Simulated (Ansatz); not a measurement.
# LiInPt: the cost of one run

Computed with Ansatz 0.2.0, driven from Python. Level of theory: DFT LDA, plane waves, norm-conserving potentials.

## Step 1: The structure

The structure is hexagonal, space group P-6m2 (No. 187). The conventional cell has a = 4.440 Å, b = 4.440 Å, c = 2.921 Å, α = 90.00°, β = 90.00°, γ = 120.00°. Li (site symmetry -6m2) is surrounded by 3 Pt at 2.56 Å and 2 Li at 2.92 Å and 6 In at 2.95 Å. In (site symmetry -6m2) is surrounded by 2 In at 2.92 Å and 6 Pt at 2.95 Å and 6 Li at 2.95 Å. Pt (site symmetry -6m2) is surrounded by 3 Li at 2.56 Å and 2 Pt at 2.92 Å and 6 In at 2.95 Å.

No structure file is read: the coordinates are typed or built in the script.

## Step 2: The code

smear.py reads:

```python
"""How the energy of LiInPt depends on the smearing."""

import warnings

import ansatz as az
import matplotlib.pyplot as plt

config = {
    "xc": "lda",
    "kmesh": (8, 8, 10),
    "mixing_beta": 0.5,
}

warnings.simplefilter("ignore", az.DeckWarning)

crystal = (
    az.Lattice.of((4.43983, 0.0, 0.0), (-2.21992, 3.84501, 0.0), (0.0, 0.0, 2.9206))
    .atom("Li", (0.0, 0.0, 0.0))
    .atom("In", (1 / 3, 2 / 3, 0.5))
    .atom("Pt", (2 / 3, 1 / 3, 0.0))
)

calc = (
    crystal.calculation()
    .functional(config["xc"])
    .pseudopotentials("nc")
    .kpoints(mesh=config["kmesh"])
    .mixing("broyden", beta=config["mixing_beta"])
    .forces()
    .stress()
)

rows = []
for value in [0.25, 0.15, 0.1, 0.05, 0.025]:
    report = calc.occupations("gaussian", width=value).run().report
    rows.append((value, report["free_energy_ev"] / len(report["lattice"]["sites"]), report["n_iterations"], sum(report["stress_gpa"][i][i] for i in range(3)) / 3, max(abs(f) for row in report["forces_ev_ang"] for f in row), report["n_kpoints"]))

print("  width (eV)   F/atom (eV)    iterations       P (GPa)  max component (eV/A)      k-points")
for row in rows:
    print(f"{str(row[0]):>12s}  {row[1]:12.5f}  {row[2]:12d}  {row[3]:12.3f}  {row[4]:20.4f}  {row[5]:12d}")

# differences from the last row
for row in rows[:-1]:
    shift = 1000 * (row[1] - rows[-1][1])
    print(f"{row[0]}: {shift:+.2f} meV/atom" + ("  (within 1 meV)" if abs(shift) < 1 else ""))
plt.figure(figsize=(4.5, 3))
plt.plot([str(row[0]) for row in rows], [1000 * (row[1] - rows[-1][1]) for row in rows], "o-")
plt.xlabel("width (eV)")
plt.ylabel("F - F(last) (meV/atom)")
plt.tight_layout()
plt.savefig("smear.png", dpi=100)
```

## Step 3: The calls as engine input

The package turns the script's settings into the engine's input (first run):

```yaml
crystal:
  lattice:
    - [4.43983, 0.0, 0.0]
    - [-2.21992, 3.84501, 0.0]
    - [0.0, 0.0, 2.9206]
  atoms:
    - { symbol: Li, position: [0.0, 0.0, 0.0] }
    - { symbol: In, position: [0.3333333333333333, 0.6666666666666666, 0.5] }
    - { symbol: Pt, position: [0.6666666666666666, 0.3333333333333333, 0.0] }
kpoints:
  mp_grid:
    grid: [8, 8, 10]
hamiltonian:
  xc: lda
  pseudopotentials:
    kind: nc
scf:
  mixing:
    algorithm: broyden
    beta: 0.5
  occupations:
    method: gaussian
    width: 0.25
output:
  forces: true
  stress: true
```

## Step 4: Launch

Command:

```console
$ python smear.py
```

**Question.** How long does this script take on 1 thread of Arm Neoverse V2, shared host, and how much memory does it need?

About 84 s, with a peak of 0.5 GiB.
